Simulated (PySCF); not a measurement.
**[Nd(H2O)3]3+: forces at shaken geometries**

Aim: move all atoms of relaxed [Nd(H2O)3]3+ at random and read energies and forces. The structure is generated, not taken from experiment.

The runs use PySCF 2.14.0; PBE, Nd lcecp-1-SVP with ECP49, O def2-SVP, H def2-SVP; scalar-relativistic core potentials, no spin–orbit coupling.

3 further runs of the same task are left out: 2 for a known fault of the program, 1 that didn't finish.

## (1) The starting structure

10 atoms, charge 3, spin multiplicity 1.

Bond lengths: Nd1–O2 2.327 Å, Nd1–O5 2.327 Å, Nd1–O8 2.327 Å, O2–H3 0.998 Å, O2–H4 0.998 Å, O5–H6 0.998 Å, O5–H7 0.998 Å, O8–H9 0.998 Å, O8–H10 0.998 Å. Angles: O2–Nd1–O5 120.0°, O2–Nd1–O8 120.0°, O5–Nd1–O8 120.0°, Nd1–O2–H3 128.6°, Nd1–O2–H4 128.6°, H3–O2–H4 102.7°, Nd1–O5–H6 128.6°, Nd1–O5–H7 128.6°, H6–O5–H7 102.7°, Nd1–O8–H9 128.6°, Nd1–O8–H10 128.6°, H9–O8–H10 102.7°.

Geometry (Å):

```xyz
10
charge 3, multiplicity 1
Nd    0.0000    0.0000    0.0000
O     2.3274    0.0000    0.0000
H     2.9508   -0.7718    0.1101
H     2.9507    0.7719   -0.1101
O    -1.1637    2.0155    0.0000
H    -0.8069    2.9413    0.1101
H    -2.1438    2.1695   -0.1101
O    -1.1637   -2.0156    0.0000
H    -2.1438   -2.1695    0.1101
H    -0.8069   -2.9413   -0.1101
```

Formal oxidation states: Nd +3. Each metal's 3 4f electrons lie in its core potential, so multiplicities, spins and levels count the valence alone. An earlier session relaxed this geometry at PBE, Nd lcecp-1-SVP with ECP49, O def2-SVP, H def2-SVP (singlet, point group D3).

Its energy there is -261.738772 Eh.

## (2) Atoms moved at random, σ = 0.03 Å

run.py (the lines that set the calculation) reads:

```python
mol = gto.M(atom='''
Nd     0.02861     0.02695    -0.00495
O      2.30396     0.05290     0.00093
H      2.92930    -0.83000     0.13295
H      2.95698     0.72985    -0.09888
O     -1.17262     1.99936     0.05127
H     -0.77935     2.98408     0.13114
H     -2.14885     2.19998    -0.15139
O     -1.16682    -2.05404     0.00152
H     -2.16916    -2.17049     0.05689
H     -0.78205    -2.93858    -0.11950''',
    basis={'Nd': 'lcecp-1-SVP', 'O': 'def2-SVP', 'H': 'def2-SVP'},
    ecp={'Nd': 'lcecp-1-SVP'},
    charge=3, spin=0)
mf = dft.RKS(mol, xc='PBE')
mf.grids.atom_grid = (50, 194)  # f atoms: unpruned, at least (60, 302)
mf = mf.density_fit()  # fitting sets: Nd AutoAux, O def2-universal-JKFIT, H def2-universal-JKFIT
mf.conv_tol = 1e-08; mf.max_cycle = 55
mf.kernel(dm0)  # dm0: the density of the relaxed state
```

Run with:

```console
OMP_NUM_THREADS=2 python run.py
```

The program printed:

```text
init E= -261.618766738661
  HOMO = -0.85599465131736  LUMO = -0.664385748139998  gap/eV = 5.21394
cycle= 1 E= -261.722936119527  delta_E= -0.104  |g|= 0.105  |ddm|= 0.243
  HOMO = -0.821527199263737  LUMO = -0.647874410639916  gap/eV = 4.72533
cycle= 2 E= -261.715609889329  delta_E= 0.00733  |g|= 0.22  |ddm|= 0.208
  HOMO = -0.835157148944723  LUMO = -0.64533274245492  gap/eV = 5.16539
cycle= 3 E= -261.725104729145  delta_E= -0.00949  |g|= 0.0185  |ddm|= 0.149
  HOMO = -0.835766197687553  LUMO = -0.646224522893701  gap/eV = 5.15769
cycle= 4 E= -261.725169940624  delta_E= -6.52e-05  |g|= 0.00422  |ddm|= 0.0164
  HOMO = -0.83551155183551  LUMO = -0.646320062793582  gap/eV = 5.14816
cycle= 5 E= -261.725172810564  delta_E= -2.87e-06  |g|= 0.00188  |ddm|= 0.00378
  HOMO = -0.835623030636929  LUMO = -0.646314865257266  gap/eV = 5.15134
cycle= 6 E= -261.725173506352  delta_E= -6.96e-07  |g|= 0.000264  |ddm|= 0.00138
  HOMO = -0.835636875703612  LUMO = -0.646314671479326  gap/eV = 5.15172
cycle= 7 E= -261.725173522846  delta_E= -1.65e-08  |g|= 2.58e-05  |ddm|= 0.000273
  HOMO = -0.835634925345791  LUMO = -0.646315620951031  gap/eV = 5.15164
cycle= 8 E= -261.725173522985  delta_E= -1.39e-10  |g|= 7.59e-06  |ddm|= 2.45e-05
  HOMO = -0.835637620856129  LUMO = -0.646315056804714  gap/eV = 5.15173
Extra cycle  E= -261.725173522945  delta_E= 3.98e-11  |g|= 1.61e-05  |ddm|= 1.62e-05
converged SCF energy = -261.725173522945
```

Wall time 5 s (2 threads of Arm Neoverse V1, shared host).

Result: E = -261.725174 Eh (+0.370 eV from the relaxed state), HOMO -22.74 eV, LUMO -17.59 eV, Mulliken charge on Nd1 +1.85 e, largest force component 4.350 eV/Å. 

| atom | Fx | Fy | Fz (eV/Å) |
| --- | --- | --- | --- |
| Nd1 | -0.753 | -0.417 | 0.056 |
| O2 | 0.189 | -4.350 | 0.637 |
| H3 | -1.488 | 2.243 | -0.334 |
| H4 | 1.771 | 2.024 | -0.289 |
| O5 | 0.207 | 2.309 | -0.213 |
| H6 | -0.803 | -1.973 | -0.065 |
| H7 | 0.626 | -0.240 | 0.232 |
| O8 | -0.544 | 1.688 | 0.071 |
| H9 | 0.682 | -0.219 | -0.022 |
| H10 | 0.114 | -1.064 | -0.073 |

## (3) Atoms moved at random, σ = 0.15 Å

run.py (the lines that set the calculation) reads:

```python
mol = gto.M(atom='''
Nd     0.04726     0.06330    -0.11244
O      2.44268     0.11013    -0.07192
H      2.92212    -0.40023     0.17423
H      2.84934     0.57156    -0.01146
O     -1.11070     2.11210    -0.37927
H     -0.76463     2.84902     0.22737
H     -2.13429     2.15963    -0.13039
O     -1.21908    -2.30759     0.03447
H     -2.17315    -2.29730     0.29701
H     -0.85954    -2.86060    -0.02759''',
    basis={'Nd': 'lcecp-1-SVP', 'O': 'def2-SVP', 'H': 'def2-SVP'},
    ecp={'Nd': 'lcecp-1-SVP'},
    charge=3, spin=0)
mf = dft.RKS(mol, xc='PBE')
mf.grids.atom_grid = (50, 194)  # f atoms: unpruned, at least (60, 302)
mf = mf.density_fit()  # fitting sets: Nd AutoAux, O def2-universal-JKFIT, H def2-universal-JKFIT
mf.conv_tol = 1e-08; mf.max_cycle = 55
mf.kernel(dm0)  # dm0: the density of the relaxed state
```

Run with:

```console
OMP_NUM_THREADS=2 python run.py
```

The program printed:

```text
init E= -261.391199535982
  HOMO = -0.819412939707683  LUMO = -0.67061048624511  gap/eV = 4.04912
cycle= 1 E= -261.028120179475  delta_E= 0.363  |g|= 0.399  |ddm|= 1.41
  HOMO = -0.770555268916984  LUMO = -0.693261361370973  gap/eV = 2.10327
cycle= 2 E= -260.780627077167  delta_E= 0.247  |g|= 1.13  |ddm|= 1.19
  HOMO = -0.813595819416022  LUMO = -0.67440322524062  gap/eV = 3.78762
cycle= 3 E= -261.06282964334  delta_E= -0.282  |g|= 0.097  |ddm|= 0.919
  HOMO = -0.829077386294589  LUMO = -0.686476825062984  gap/eV = 3.88036
cycle= 4 E= -261.064546955783  delta_E= -0.00172  |g|= 0.0602  |ddm|= 0.14
  HOMO = -0.82138250187537  LUMO = -0.686572685165957  gap/eV = 3.66836
cycle= 5 E= -261.065165089052  delta_E= -0.000618  |g|= 0.0185  |ddm|= 0.0526
  HOMO = -0.82432122619247  LUMO = -0.685601298171898  gap/eV = 3.77476
cycle= 6 E= -261.06522722816  delta_E= -6.21e-05  |g|= 0.00738  |ddm|= 0.0194
  HOMO = -0.823524559543277  LUMO = -0.685693181835284  gap/eV = 3.75058
cycle= 7 E= -261.065238024004  delta_E= -1.08e-05  |g|= 0.00111  |ddm|= 0.0056
  HOMO = -0.823472914207827  LUMO = -0.685607858994425  gap/eV = 3.75150
cycle= 8 E= -261.065238343866  delta_E= -3.2e-07  |g|= 0.0002  |ddm|= 0.00121
  HOMO = -0.823457257197589  LUMO = -0.68561202202661  gap/eV = 3.75096
cycle= 9 E= -261.065238353553  delta_E= -9.69e-09  |g|= 2.6e-05  |ddm|= 0.00021
  HOMO = -0.823469178679037  LUMO = -0.685610169173396  gap/eV = 3.75133
Extra cycle  E= -261.06523835322  delta_E= 3.33e-10  |g|= 4.86e-05  |ddm|= 7.05e-05
converged SCF energy = -261.06523835322
```

Run time: 5.1 s. Hardware: 2 threads of Arm Neoverse V1, shared host.

It gives: E = -261.065238 Eh (+18.328 eV from the relaxed state), HOMO -22.41 eV, LUMO -18.66 eV, Mulliken charge on Nd1 +1.97 e, largest force component 63.564 eV/Å. 

| atom | Fx | Fy | Fz (eV/Å) |
| --- | --- | --- | --- |
| Nd1 | -0.470 | -1.112 | -0.491 |
| O2 | -63.564 | -35.536 | -14.688 |
| H3 | 16.928 | -21.938 | 9.014 |
| H4 | 46.555 | 57.482 | 5.792 |
| O5 | -1.394 | -0.309 | 2.320 |
| H6 | -0.165 | 0.083 | -0.896 |
| H7 | 1.582 | 0.151 | -1.031 |
| O8 | -27.465 | 47.113 | 4.881 |
| H9 | 0.458 | -1.175 | -0.184 |
| H10 | 27.533 | -44.759 | -4.716 |

## (4) Atoms moved at random, σ = 0.06 Å

run.py (the lines that set the calculation) reads:

```python
mol = gto.M(atom='''
Nd    -0.00370     0.00926    -0.06493
O      2.34777     0.00500     0.00291
H      3.02483    -0.84630     0.15968
H      2.94212     0.81351    -0.12371
O     -1.20117     2.02554     0.04696
H     -0.82574     2.96464     0.11418
H     -2.31656     2.25251    -0.15866
O     -1.09385    -2.01744     0.04376
H     -2.10297    -2.20495     0.08843
H     -0.77071    -3.00177    -0.10862''',
    basis={'Nd': 'lcecp-1-SVP', 'O': 'def2-SVP', 'H': 'def2-SVP'},
    ecp={'Nd': 'lcecp-1-SVP'},
    charge=3, spin=0)
mf = dft.RKS(mol, xc='PBE')
mf.grids.atom_grid = (50, 194)  # f atoms: unpruned, at least (60, 302)
mf = mf.density_fit()  # fitting sets: Nd AutoAux, O def2-universal-JKFIT, H def2-universal-JKFIT
mf.conv_tol = 1e-08; mf.max_cycle = 55
mf.kernel(dm0)  # dm0: the density of the relaxed state
```

Run with:

```console
OMP_NUM_THREADS=2 python run.py
```

The program printed:

```text
init E= -261.383994123522
  HOMO = -0.904863217175884  LUMO = -0.693005666324141  gap/eV = 5.76494
cycle= 1 E= -261.700857663214  delta_E= -0.317  |g|= 0.257  |ddm|= 0.352
  HOMO = -0.771445320551752  LUMO = -0.64514507788044  gap/eV = 3.43680
cycle= 2 E= -261.633392383743  delta_E= 0.0675  |g|= 0.631  |ddm|= 0.573
  HOMO = -0.830976845383466  LUMO = -0.637015050525874  gap/eV = 5.27797
cycle= 3 E= -261.714166255844  delta_E= -0.0808  |g|= 0.0362  |ddm|= 0.431
  HOMO = -0.82978623703086  LUMO = -0.640739187586298  gap/eV = 5.14423
cycle= 4 E= -261.714345176533  delta_E= -0.000179  |g|= 0.0244  |ddm|= 0.0422
  HOMO = -0.830909068027013  LUMO = -0.641164227846683  gap/eV = 5.16322
cycle= 5 E= -261.71445519988  delta_E= -0.00011  |g|= 0.00446  |ddm|= 0.0173
  HOMO = -0.830979420002782  LUMO = -0.640850003359906  gap/eV = 5.17368
cycle= 6 E= -261.714459707528  delta_E= -4.51e-06  |g|= 0.000948  |ddm|= 0.00448
  HOMO = -0.831020568027353  LUMO = -0.640916688880294  gap/eV = 5.17299
cycle= 7 E= -261.714459839854  delta_E= -1.32e-07  |g|= 0.000547  |ddm|= 0.000929
  HOMO = -0.831040121354778  LUMO = -0.640928187666951  gap/eV = 5.17321
cycle= 8 E= -261.714459896454  delta_E= -5.66e-08  |g|= 7.97e-05  |ddm|= 0.000352
  HOMO = -0.831048624273519  LUMO = -0.640921066344174  gap/eV = 5.17363
cycle= 9 E= -261.714459898093  delta_E= -1.64e-09  |g|= 9.12e-06  |ddm|= 8.58e-05
  HOMO = -0.831050900212837  LUMO = -0.640923043146417  gap/eV = 5.17364
Extra cycle  E= -261.714459898082  delta_E= 1.09e-11  |g|= 1.29e-05  |ddm|= 1.8e-05
converged SCF energy = -261.714459898082
```

Wall time 5.2 s (2 threads of Arm Neoverse V1, shared host).

It gives: E = -261.714460 Eh (+0.662 eV from the relaxed state), HOMO -22.61 eV, LUMO -17.44 eV, Mulliken charge on Nd1 +1.84 e, largest force component 3.756 eV/Å. 

| atom | Fx | Fy | Fz (eV/Å) |
| --- | --- | --- | --- |
| Nd1 | 0.214 | 0.331 | 0.123 |
| O2 | 1.469 | -1.825 | 0.305 |
| H3 | -1.671 | 2.568 | -0.456 |
| H4 | -0.082 | -0.714 | 0.136 |
| O5 | -3.279 | 1.102 | -0.898 |
| H6 | -0.296 | -0.593 | 0.050 |
| H7 | 3.756 | -0.767 | 0.786 |
| O8 | -0.871 | -2.139 | -0.455 |
| H9 | 0.965 | 0.416 | 0.090 |
| H10 | -0.205 | 1.621 | 0.321 |

## (5) Results

| σ (Å) | energy rise (eV) | harmonic estimate −½ F·u (eV) | largest force component (eV/Å) |
| --- | --- | --- | --- |
| 0.03 | 0.370 | 0.353 | 4.35 |
| 0.15 | 18.328 | 26.216 | 63.56 |
| 0.06 | 0.662 | 0.589 | 3.76 |

Every displacement raises the energy. For a harmonic well the rise equals −½ F·u; the two differ by at most 43 % here (a move with σ = 0.15 Å), from anharmonicity, the grid and the small forces left at the relaxed point. These are double-zeta-type bases without diffuse functions. Spin–orbit coupling is left out.
